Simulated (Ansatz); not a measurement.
# GaNH₃+ (triplet): the correlation ladder, cc-pVTZ

How much of the correlation energy of GaNH₃+ (triplet) does each wave-function method recover here?

Method: cc-pVTZ, core rule «outside noble gas», up to 15 orbitals frozen; program: Ansatz 0.2.0, Gaussian basis.

To be run: UHF; CCSD(T) on ROHF; CCSD(T) on UHF; BCCD(T) on ROHF; CCSDT(Q) on ROHF; CCSDT(Q) on UHF.

8 further runs of the same task are left out: 3 for a known fault of the program, 5 set aside as unsound or not needed.

## 1. The system

The geometry is a PBE0/def2-TZVP stationary point (not a proven minimum) of the parent state, kept for this charge and spin. No spin-orbit coupling is included. The filled d shell of Ga may be among the frozen orbitals whatever the setting's name suggests; the logs give the count.

5 atoms, charge 1, spin multiplicity 3.

Atoms are counted from 1 here; the program's logs count them from 0.

Bond lengths: N1–Ga2 1.790 Å, N1–H3 1.006 Å, Ga2–H4 1.556 Å, Ga2–H5 1.556 Å. Angles: Ga2–N1–H3 180.0°, N1–Ga2–H4 115.6°, N1–Ga2–H5 115.6°, H4–Ga2–H5 128.7°.

Coordinates:

```xyz
5
charge 1, multiplicity 3
N     0.0000    0.0000    1.4842
Ga    0.0000    0.0000   -0.3059
H     0.0000    0.0000    2.4904
H     0.0000    1.4033   -0.9791
H     0.0000   -1.4033   -0.9791
```

## 2. UHF

Contents of in.yaml:

```yaml
crystal:
  periodic: [false, false, false]
  atoms:
    - {symbol: N, position_ang: [0.000000, 0.000000, 1.484201]}
    - {symbol: Ga, position_ang: [0.000000, 0.000000, -0.305855]}
    - {symbol: H, position_ang: [0.000000, 0.000000, 2.490372]}
    - {symbol: H, position_ang: [0.000000, 1.403312, -0.979106]}
    - {symbol: H, position_ang: [0.000000, -1.403312, -0.979106]}
basis:
  gaussian: {orbitals: cc-pVTZ}
total_charge: 1
magnetization: {spin_polarized: true, initial_magnetization: 2}
hamiltonian: {xc: hf}
output: {orbitals: {seedname: orbitals}}
```

The run is started by

```sh
ansatz run in.yaml --threads 1 --pin off --events-out ev --progress --plain --max-ram 4096MiB --backend cpu
```

Further steps of the session: CCSD(T) on ROHF; CCSD(T) on UHF; BCCD(T) on ROHF; CCSDT(Q) on ROHF; CCSDT(Q) on UHF.

**Question.** What will the summary of the whole plan be? Wanted: UCCSDT(Q) below the RHF energy; RMP2 from UCCSDT(Q); UMP2 from UCCSDT(Q); RCCSD from UCCSDT(Q); RCCSD(T) from UCCSDT(Q); UCCSD(T) from UCCSDT(Q); RCCSDT(Q) from UCCSDT(Q); T1 diagnostic.

As calculated:

| quantity | value |
| --- | --- |
| UCCSDT(Q) below the RHF energy | -6.8145 eV |
| RMP2 from UCCSDT(Q) | +1131.5 meV |
| UMP2 from UCCSDT(Q) | +1136.0 meV |
| RCCSD from UCCSDT(Q) | +196.4 meV |
| RCCSD(T) from UCCSDT(Q) | +36.6 meV |
| UCCSD(T) from UCCSDT(Q) | +34.8 meV |
| RCCSDT(Q) from UCCSDT(Q) | +3.3 meV |
| levels within 1 kcal/mol (43 meV) | RCCSD(T), UCCSD(T), BCCD(T), RCCSDT, UCCSDT, RCCSDT(Q) |
| T1 diagnostic | 0.034 |

**Reading.** RCCSD(T) lands +36.6 meV from the yardstick (0.5 % of the correlation energy). These misses are within one basis, not against nature; the frozen cores of restricted and unrestricted runs differ, which can shift their rows.
